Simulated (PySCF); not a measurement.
# C2CuF6 ([Cu(CF3)2]-): the cost of one run

The runs use PySCF 2.14.0, with density-fitted response routines of our own; the level of theory stands in each step. All values are computed, except where a source is named. Atoms are numbered from 0 throughout.

### 1 Starting geometry

9 atoms, charge -1, multiplicity 1; geometry from: GFN2-xTB. The atoms were then displaced at random by about 0.03 Å, so the start is not that level's minimum.

Bonds of the start (Å): Cu0–C1 2.02, Cu0–C5 2.06, C1–F2 1.42, C1–F3 1.49, C1–F4 1.39, C5–F6 1.37, C5–F7 1.44, C5–F8 1.36.

### 2 Relaxing the molecule at PBE0-D3(BJ)/def2-SVP

The job: settings as JSON, then the geometry in Å.

```
{"job": {"xc": "PBE0", "basis": "def2-SVP", "d3": "d3bj", "grid": 1, "maxiter": 40, "shake": 0.03, "kind": "geom"}, "charge": -1, "multiplicity": 1}
Cu     0.063260    -0.077980     0.012990
C     -0.020500    -0.028090     2.027450
F     -1.055260     0.730220     2.631550
F      1.243810     0.464550     2.653230
F     -0.175820    -1.273430     2.614290
C     -0.006150     0.030320    -2.041090
F     -1.068240    -0.566310    -2.658370
F      1.104040    -0.627830    -2.676200
F      0.047610     1.279120    -2.589500
```

On the command line:

```
> OMP_NUM_THREADS=1 python probes_run.py task.json out
```

This one command runs all jobs of the session in turn.

**Question.** How long does this first job take on 1 thread of Arm Neoverse N1, shared host, and how much memory does it need?

About 4.4 min, with a peak of 0.56 GiB.
